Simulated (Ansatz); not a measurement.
# AlCl3H: the cost of one run

Program: Ansatz 0.2.0. Level of theory: UKS PBE-D4/def2-SVP. These are calculated values, not measurements.

## 1. The structure to begin with

Bond lengths: Al1–H2 1.810 Å, Al1–Cl3 2.230 Å, Al1–Cl4 2.230 Å. Angles: H2–Al1–Cl3 120.0°, H2–Al1–Cl4 120.0°, Cl3–Al1–Cl4 120.0°.

As a file:

```xyz
5

Al    0.0000    0.0000    0.0000
H     0.0000    0.0000    1.8100
Cl    1.9312    0.0000   -1.1150
Cl   -1.9312    0.0000   -1.1150
Cl    0.0000    0.0000    3.4800
```

## 2. Pulling towards end A

Springs on the bonds that form and break draw the guess towards this end; the thresholds are loose.

input.yaml

```yaml
crystal:
  periodic: [false, false, false]
  atoms:
    - { symbol: Al, position_ang: [0.0, 0.0, 0.0] }
    - { symbol: H, position_ang: [0.0, 0.0, 1.81] }
    - { symbol: Cl, position_ang: [1.9312, 0.0, -1.115] }
    - { symbol: Cl, position_ang: [-1.9312, 0.0, -1.115] }
    - { symbol: Cl, position_ang: [0.0, 0.0, 3.48] }
magnetization:
  spin_polarized: true
  initial_magnetization: 1
basis:
  gaussian: { orbitals: def2-SVP }
hamiltonian:
  xc: pbe
  dispersion: d4
relax:
  f_tol: 0.15
  max_steps: 25
  restrain:
    - { distance: [1, 4], at: 2.57, k: 30.0 }
    - { distance: [0, 1], at: 1.56, k: 30.0 }
```

Launch:

```bash
$ ansatz run input.yaml --threads 2 --pin off --max-ram 3072MiB --backend cpu --events-out ev --progress --plain --runs-dir out
```

Q: Estimate wall time and peak memory on 2 threads of Arm Neoverse V1, shared host.

About 22 s, with a peak of 0.17 GiB.
